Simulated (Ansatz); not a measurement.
**CH₇ClGeSi: basis-set convergence**

Aim: see how fast density functionals converge with the basis set for CH₇ClGeSi.

Computed with Ansatz 0.2.0, Gaussian basis. Level: one geometry, several basis sets.

The runs, in order: PBE0-D4/def2-SVP; ωB97M-V/def2-SVP; PBE0-D4/def2-QZVPP; ωB97M-V/def2-QZVPP; the functionals' def2-TZVPP values are taken from earlier runs.

## Step 1: Structure used throughout

All runs share one geometry, relaxed beforehand with PBE0-D4 in a triple-zeta def2 set.

SMILES `C[SiH](Cl)[GeH3]`, 11 atoms, charge 0, spin multiplicity 1.

Atoms are counted from 1 here; the program's logs count them from 0.

Bond lengths: C1–Si2 1.862 Å, C1–H5 1.092 Å, C1–H6 1.092 Å, C1–H7 1.094 Å, Si2–Cl3 2.070 Å, Si2–Ge4 2.379 Å, Si2–H8 1.487 Å, Ge4–H9 1.540 Å, Ge4–H10 1.538 Å, Ge4–H11 1.536 Å. Angles: Si2–C1–H5 110.9°, Si2–C1–H6 110.5°, Si2–C1–H7 110.0°, H5–C1–H6 108.5°, H5–C1–H7 108.4°, H6–C1–H7 108.5°, C1–Si2–Cl3 108.9°, C1–Si2–Ge4 112.6°, C1–Si2–H8 110.5°, Cl3–Si2–Ge4 107.8°, Cl3–Si2–H8 106.5°, Ge4–Si2–H8 110.3°, Si2–Ge4–H9 110.3°, Si2–Ge4–H10 110.1°, Si2–Ge4–H11 110.8°, H9–Ge4–H10 108.3°, H9–Ge4–H11 108.5°, H10–Ge4–H11 108.8°.

## Step 2: PBE0-D4 in def2-SVP

The input, in.yaml:

```yaml
crystal:
  periodic: [false, false, false]
  atoms:
    - {symbol: C, position_ang: [0.091737, 1.581460, 0.754239]}
    - {symbol: Si, position_ang: [0.416570, -0.250783, 0.678232]}
    - {symbol: Cl, position_ang: [2.460659, -0.566274, 0.589624]}
    - {symbol: Ge, position_ang: [-0.559402, -1.275051, -1.234340]}
    - {symbol: H, position_ang: [0.464091, 2.080306, -0.142682]}
    - {symbol: H, position_ang: [0.583576, 2.021035, 1.624768]}
    - {symbol: H, position_ang: [-0.982959, 1.767694, 0.832659]}
    - {symbol: H, position_ang: [-0.060673, -0.915295, 1.919351]}
    - {symbol: H, position_ang: [-2.089170, -1.097686, -1.214276]}
    - {symbol: H, position_ang: [-0.015867, -0.624534, -2.517422]}
    - {symbol: H, position_ang: [-0.243163, -2.777872, -1.269555]}
basis:
  gaussian: {orbitals: def2-SVP}
hamiltonian: {xc: pbe0, dispersion: d4}
output: {orbitals: {seedname: orbitals}}
```

Run with:

```sh
$ ansatz run in.yaml --threads 4 --pin off --events-out ev --progress --plain --max-ram 10444MiB
```

After this run come: ωB97M-V in def2-SVP; PBE0-D4 in def2-QZVPP; ωB97M-V in def2-QZVPP.

Q: Predict the results of all the runs planned. Wanted: PBE0-D4: double and triple zeta above quadruple; ωB97M-V: double and triple zeta above quadruple.

As calculated:

| quantity | value |
| --- | --- |
| PBE0-D4: double and triple zeta above quadruple | 17.44, 1.93 eV |
| ωB97M-V: double and triple zeta above quadruple | 17.45, 1.87 eV |

For PBE0-D4 the step from double to triple zeta gains 15.52 eV and the next only 1.93 eV. Total energies overstate the basis error of differences, where much of it tends to cancel. The LUMO of ωB97M-V is positive and keeps falling with the basis (2.11 to 1.44 eV): an unbound level that the basis holds in place.
